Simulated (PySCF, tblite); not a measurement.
# C7H10S: a rotation path, then NMR shifts on frames, part 2 of 2

tblite 0.8.0 and PySCF 2.14.0. Atoms count from 0. The steps go on from the part before.

## 5. Shielding tensors: image 4, PBE0/pcSseg-1

Job settings and geometry (Å):

```
{"job": {"kind": "nmr", "xc": "PBE0", "basis": "pcSseg-1", "pop": false}, "charge": 0, "multiplicity": 1}
C      2.687900     0.278500    -0.233800
C      1.301700     0.796800    -0.394800
S      0.907200     1.827800    -1.587200
C      0.303800     0.356600     0.610400
C     -0.006300    -1.118200     0.806700
C     -1.005400    -0.204100     0.205100
C     -1.862700    -0.177200    -0.997000
C     -2.438400     0.119500     0.370100
H      3.073800     0.558000     0.746700
H      2.686800    -0.810300    -0.281600
H      3.342200     0.672200    -1.006900
H      0.328700     0.967700     1.510200
H      0.487000    -1.831000     0.160300
H     -0.158200    -1.478100     1.815000
H     -1.743500     0.643000    -1.688700
H     -2.115900    -1.115100    -1.469400
H     -2.714500     1.138900     0.595500
H     -3.082700    -0.618600     0.827400
```

With the program's defaults for keys left out, this is: GIAO PBE0/pcSseg-1 NMR shielding, non-relativistic, gas phase.

What it wrote:

```text
coarse grid: 15432 points
cycle   1  E = -670.2417061590  dE =  1.317e+00  |g| = 4.237e-01  |ddm| = 3.953e+00
cycle   2  E = -670.1976958635  dE =  4.401e-02  |g| = 6.160e-01  |ddm| = 1.096e+00
cycle   3  E = -670.2890042891  dE = -9.131e-02  |g| = 1.628e-01  |ddm| = 7.659e-01
cycle   4  E = -670.2957770051  dE = -6.773e-03  |g| = 4.183e-02  |ddm| = 2.339e-01
cycle   5  E = -670.2962340160  dE = -4.570e-04  |g| = 1.232e-02  |ddm| = 6.995e-02
cycle   6  E = -670.2962724454  dE = -3.843e-05  |g| = 2.584e-03  |ddm| = 1.582e-02
cycle   7  E = -670.2962737791  dE = -1.334e-06  |g| = 7.443e-04  |ddm| = 3.203e-03
final grid: 143928 points
cycle   8  E = -670.3470690026  dE = -3.460e-05  |g| = 1.107e-02  |ddm| = 3.867e-02
cycle   9  E = -670.3469972698  dE =  7.173e-05  |g| = 1.938e-02  |ddm| = 3.277e-02
cycle  10  E = -670.3470988970  dE = -1.016e-04  |g| = 3.389e-03  |ddm| = 2.523e-02
cycle  11  E = -670.3471019014  dE = -3.004e-06  |g| = 2.514e-04  |ddm| = 3.693e-03
cycle  12  E = -670.3471019139  dE = -1.247e-08  |g| = 1.350e-04  |ddm| = 4.816e-04
cycle  13  E = -670.3471019179  dE = -4.015e-09  |g| = 3.120e-05  |ddm| = 1.433e-04
cycle  14  E = -670.3471019181  dE = -2.669e-10  |g| = 6.852e-06  |ddm| = 5.691e-05
converged SCF energy = -670.3471019181

GIAO shielding tensors (ppm)
atom      isotropic    diamagn.    paramagn.     s11        s22        s33       span
  0 C      141.571     247.050    -105.479    118.635    122.790    183.288     64.653
  1 C      -93.434     258.343    -351.777   -265.115   -153.117    137.931    403.045
  2 S     -539.954    1058.275   -1598.229  -1787.942   -444.815    612.896   2400.839
  3 C      149.226     252.566    -103.340    126.668    130.471    190.539     63.871
  4 C      168.030     252.215     -84.184    143.559    168.903    191.629     48.069
  5 C      166.478     253.250     -86.772    105.232    187.845    206.357    101.124
  6 C      179.095     250.714     -71.619    149.360    177.781    210.145     60.784
  7 C      177.572     253.434     -75.861    150.252    174.975    207.489     57.237
  8 H       28.560      28.253       0.307     25.147     27.993     32.540      7.393
  9 H       28.521      29.346      -0.825     24.295     29.425     31.844      7.549
 10 H       28.487      29.012      -0.525     24.716     28.311     32.434      7.717
 11 H       29.554      32.274      -2.720     24.437     27.185     37.040     12.603
 12 H       30.679      32.879      -2.199     26.506     27.623     37.909     11.404
 13 H       30.459      32.086      -1.627     25.036     27.346     38.994     13.957
 14 H       29.991      30.872      -0.881     22.971     27.710     39.290     16.320
 15 H       31.156      30.330       0.826     25.326     27.527     40.616     15.289
 16 H       30.780      31.135      -0.354     24.772     27.875     39.694     14.922
 17 H       30.953      30.464       0.489     24.973     27.397     40.489     15.517
```

Wall time 32 s (1 thread of Arm Neoverse V1, shared host); peak memory 0.88 GiB.

In short: δ C1 280.4, C0 45.4, C3 37.7, C5 20.4, H10 3.23, H9 3.20 ppm.

## 6. NMR shieldings: image 6, PBE0/pcSseg-1

Job settings and geometry (Å):

```
{"job": {"kind": "nmr", "xc": "PBE0", "basis": "pcSseg-1", "pop": false}, "charge": 0, "multiplicity": 1}
C      2.410600     0.079700    -0.541300
C      1.307700     1.007900    -0.169500
S      1.243900     2.525000    -0.762000
C      0.272800     0.543400     0.767300
C      0.063300    -0.925800     1.090300
C     -0.916700    -0.208400     0.254000
C     -1.618600    -0.346000    -1.036700
C     -2.377700     0.008100     0.224600
H      2.921000    -0.248600     0.364800
H      2.020800    -0.804300    -1.044600
H      3.122500     0.574300    -1.196700
H      0.050000     1.266100     1.546000
H      0.705800    -1.656300     0.622000
H     -0.213200    -1.179000     2.104300
H     -1.481000     0.434800    -1.771100
H     -1.748800    -1.329800    -1.463900
H     -2.762800     1.011500     0.326300
H     -3.008300    -0.746500     0.674500
```

Method: GIAO PBE0/pcSseg-1 NMR shielding, non-relativistic, gas phase.

What it wrote:

```text
coarse grid: 15432 points
cycle   1  E = -670.2457633102  dE =  1.313e+00  |g| = 4.145e-01  |ddm| = 3.951e+00
cycle   2  E = -670.2074279825  dE =  3.834e-02  |g| = 5.916e-01  |ddm| = 1.081e+00
cycle   3  E = -670.2913683381  dE = -8.394e-02  |g| = 1.601e-01  |ddm| = 7.477e-01
cycle   4  E = -670.2979582562  dE = -6.590e-03  |g| = 4.016e-02  |ddm| = 2.263e-01
cycle   5  E = -670.2983763943  dE = -4.181e-04  |g| = 1.190e-02  |ddm| = 6.582e-02
cycle   6  E = -670.2984131436  dE = -3.675e-05  |g| = 2.966e-03  |ddm| = 1.639e-02
cycle   7  E = -670.2984149487  dE = -1.805e-06  |g| = 7.662e-04  |ddm| = 3.428e-03
final grid: 143928 points
cycle   8  E = -670.3494151062  dE = -3.964e-05  |g| = 1.151e-02  |ddm| = 4.160e-02
cycle   9  E = -670.3493363790  dE =  7.873e-05  |g| = 2.022e-02  |ddm| = 3.392e-02
cycle  10  E = -670.3494480193  dE = -1.116e-04  |g| = 3.344e-03  |ddm| = 2.600e-02
cycle  11  E = -670.3494509080  dE = -2.889e-06  |g| = 3.228e-04  |ddm| = 3.648e-03
cycle  12  E = -670.3494509288  dE = -2.079e-08  |g| = 1.635e-04  |ddm| = 5.366e-04
cycle  13  E = -670.3494509348  dE = -5.949e-09  |g| = 3.552e-05  |ddm| = 1.743e-04
cycle  14  E = -670.3494509351  dE = -3.438e-10  |g| = 8.952e-06  |ddm| = 6.532e-05
converged SCF energy = -670.3494509351

GIAO shielding tensors (ppm)
atom      isotropic    diamagn.    paramagn.     s11        s22        s33       span
  0 C      143.064     247.484    -104.420    120.614    129.070    179.507     58.893
  1 C      -89.550     257.935    -347.485   -264.029   -149.702    145.080    409.108
  2 S     -486.208    1057.529   -1543.737  -1609.107   -429.330    579.813   2188.919
  3 C      144.578     251.807    -107.229    106.155    131.490    196.088     89.934
  4 C      167.268     253.171     -85.903    146.365    164.357    191.083     44.718
  5 C      161.367     253.558     -92.192     98.841    181.182    204.078    105.237
  6 C      180.365     250.424     -70.059    155.101    176.880    209.116     54.015
  7 C      176.941     253.825     -76.884    148.625    173.797    208.401     59.776
  8 H       28.873      28.626       0.247     24.725     28.669     33.224      8.499
  9 H       28.913      30.374      -1.461     24.863     29.449     32.426      7.563
 10 H       28.546      28.926      -0.380     24.697     28.389     32.551      7.854
 11 H       28.844      32.653      -3.809     23.344     27.468     35.719     12.375
 12 H       29.997      33.056      -3.059     25.109     27.722     37.160     12.050
 13 H       30.336      31.527      -1.191     24.243     27.370     39.395     15.153
 14 H       30.887      30.986      -0.099     25.525     28.062     39.074     13.549
 15 H       30.920      30.280       0.640     25.383     26.928     40.450     15.067
 16 H       30.742      31.247      -0.505     24.434     27.948     39.843     15.409
 17 H       30.917      30.604       0.313     24.758     27.439     40.555     15.797
```

Run time: 32 s. Hardware: 1 thread of Arm Neoverse V1, shared host; peak memory 0.86 GiB.

This run: δ C1 276.5, C0 43.9, C3 42.3, C5 25.6, H10 3.17, H11 2.87 ppm.

## 7. NMR shieldings: image 8, PBE0/pcSseg-1

Job settings and geometry (Å):

```
{"job": {"kind": "nmr", "xc": "PBE0", "basis": "pcSseg-1", "pop": false}, "charge": 0, "multiplicity": 1}
C      2.050900     0.084200    -0.824400
C      1.380100     1.076700     0.062100
S      1.892800     2.626000     0.126200
C      0.247900     0.656500     0.879500
C      0.053700    -0.798700     1.312200
C     -0.835500    -0.210900     0.304500
C     -1.362600    -0.529400    -1.038500
C     -2.285400    -0.061300     0.067000
H      2.675500    -0.577900    -0.222300
H      1.321900    -0.529500    -1.351100
H      2.690100     0.594500    -1.540000
H     -0.078000     1.417300     1.580700
H      0.792200    -1.523000     1.001700
H     -0.323700    -0.958100     2.312100
H     -1.164300     0.153600    -1.852400
H     -1.410800    -1.566200    -1.341100
H     -2.699600     0.933600    -0.004600
H     -2.954000    -0.781100     0.516900
```

With the program's defaults for keys left out, this is: GIAO PBE0/pcSseg-1 NMR shielding, non-relativistic, gas phase.

What it wrote:

```text
coarse grid: 15432 points
cycle   1  E = -670.2523711686  dE =  1.314e+00  |g| = 4.028e-01  |ddm| = 3.951e+00
cycle   2  E = -670.2201670736  dE =  3.220e-02  |g| = 5.617e-01  |ddm| = 1.072e+00
cycle   3  E = -670.2961479726  dE = -7.598e-02  |g| = 1.561e-01  |ddm| = 7.379e-01
cycle   4  E = -670.3024030790  dE = -6.255e-03  |g| = 3.920e-02  |ddm| = 2.252e-01
cycle   5  E = -670.3028027430  dE = -3.997e-04  |g| = 1.103e-02  |ddm| = 6.594e-02
cycle   6  E = -670.3028346523  dE = -3.191e-05  |g| = 3.217e-03  |ddm| = 1.647e-02
cycle   7  E = -670.3028368510  dE = -2.199e-06  |g| = 7.437e-04  |ddm| = 3.694e-03
final grid: 143928 points
cycle   8  E = -670.3539210629  dE = -4.357e-05  |g| = 1.137e-02  |ddm| = 4.532e-02
cycle   9  E = -670.3538449429  dE =  7.612e-05  |g| = 1.988e-02  |ddm| = 3.402e-02
cycle  10  E = -670.3539533013  dE = -1.084e-04  |g| = 3.188e-03  |ddm| = 2.627e-02
cycle  11  E = -670.3539559367  dE = -2.635e-06  |g| = 3.372e-04  |ddm| = 3.596e-03
cycle  12  E = -670.3539559613  dE = -2.457e-08  |g| = 1.649e-04  |ddm| = 6.173e-04
cycle  13  E = -670.3539559675  dE = -6.172e-09  |g| = 3.769e-05  |ddm| = 1.841e-04
cycle  14  E = -670.3539559678  dE = -3.761e-10  |g| = 1.010e-05  |ddm| = 6.631e-05
converged SCF energy = -670.3539559678

GIAO shielding tensors (ppm)
atom      isotropic    diamagn.    paramagn.     s11        s22        s33       span
  0 C      150.205     249.180     -98.975    128.858    139.259    182.497     53.639
  1 C      -84.086     257.167    -341.253   -258.826   -139.277    145.846    404.671
  2 S     -448.546    1056.625   -1505.171  -1485.405   -383.164    522.929   2008.334
  3 C      139.031     249.723    -110.691     92.997    126.506    197.592    104.594
  4 C      162.500     252.364     -89.864    144.370    161.592    181.539     37.169
  5 C      158.342     254.542     -96.201     98.515    178.488    198.023     99.508
  6 C      177.698     250.640     -72.943    150.729    176.065    206.299     55.570
  7 C      175.983     252.987     -77.004    150.085    173.516    204.347     54.262
  8 H       29.210      28.995       0.215     24.922     28.731     33.977      9.055
  9 H       28.954      31.667      -2.713     23.502     30.612     32.749      9.247
 10 H       28.698      29.227      -0.529     24.821     28.277     32.997      8.176
 11 H       28.250      33.031      -4.782     21.654     28.386     34.709     13.055
 12 H       29.886      32.477      -2.591     24.121     28.755     36.782     12.661
 13 H       30.066      31.247      -1.181     24.367     26.627     39.205     14.838
 14 H       30.703      31.050      -0.347     25.834     27.261     39.013     13.179
 15 H       30.653      30.210       0.443     25.524     26.731     39.704     14.180
 16 H       30.625      31.109      -0.484     24.557     27.690     39.628     15.071
 17 H       30.788      30.433       0.355     24.889     27.176     40.299     15.410
```

It took 32 s on 1 thread of Arm Neoverse V1, shared host; peak memory 0.89 GiB.

In short: δ C1 271.0, C3 47.9, C0 36.7, C5 28.6, H11 3.47, H10 3.02 ppm.

## 8. Comparing the runs: NMR shifts

Shifts (ppm) of some atoms, chosen among heavy atoms and hydrogens apart, with basis size and wall time:

| frame | C1 | C3 | C5 | C4 | H11 | H14 | S2 | functions | time |
| --- | --- | --- | --- | --- | --- | --- | --- | --- | --- |
| image 0 | 271.2 | 43.5 | 37.5 | 32.3 | 3.06 | 0.81 | 831 | 193 | 30 s |
| image 2 | 276.6 | 38.2 | 22.3 | 27.8 | 2.80 | 2.09 | 946 | 193 | 30 s |
| image 4 | 280.4 | 37.7 | 20.4 | 18.9 | 2.16 | 1.73 | 1044 | 193 | 32 s |
| image 6 | 276.5 | 42.3 | 25.6 | 19.7 | 2.87 | 0.83 | 990 | 193 | 32 s |
| image 8 | 271.0 | 47.9 | 28.6 | 24.4 | 3.47 | 1.01 | 952 | 193 | 32 s |

## 9. Results

What follows sums up all 2 parts.

| quantity | value |
| --- | --- |
| barrier | 0.207 eV (4.8 kcal/mol) at image 4 |
| end to end (GFN2-xTB) | 0.010 eV |
| 13C shifts against TMS (PBE0/pcSseg-1, image 0) | 271.2, 46.0, 43.5, 37.5, 32.3, 14.0, 10.4 ppm |
| 1H shifts against TMS (PBE0/pcSseg-1, image 0) | 3.23, 3.11, 3.06, 2.89, 1.95, 1.75, 1.08, 1.03, 0.95, 0.81 ppm |
| 33S shifts against CS2 (PBE0/pcSseg-1, image 0) | 831 ppm |
| range of the shift of S2 | 831 to 1044 ppm |

**Reading.** Along the band the dihedral turns by 175°, and the top (dihedral -59°) lies 4.8 kcal/mol above the start (GFN2-xTB, rough), so at room temperature this motion is fast. Ends this close can change order at a higher level. The top was not checked by a frequency run. Shifts at one fixed geometry are not the observed spectrum, which averages over the motion. In the first frame run (image 0): The widest tensor belongs to S2: span 2062 ppm, with a paramagnetic part of -1386 ppm. In ppm, S2 moves most: its shift spreads over 212 ppm, from 831 (image 0) to 1044 (image 4).
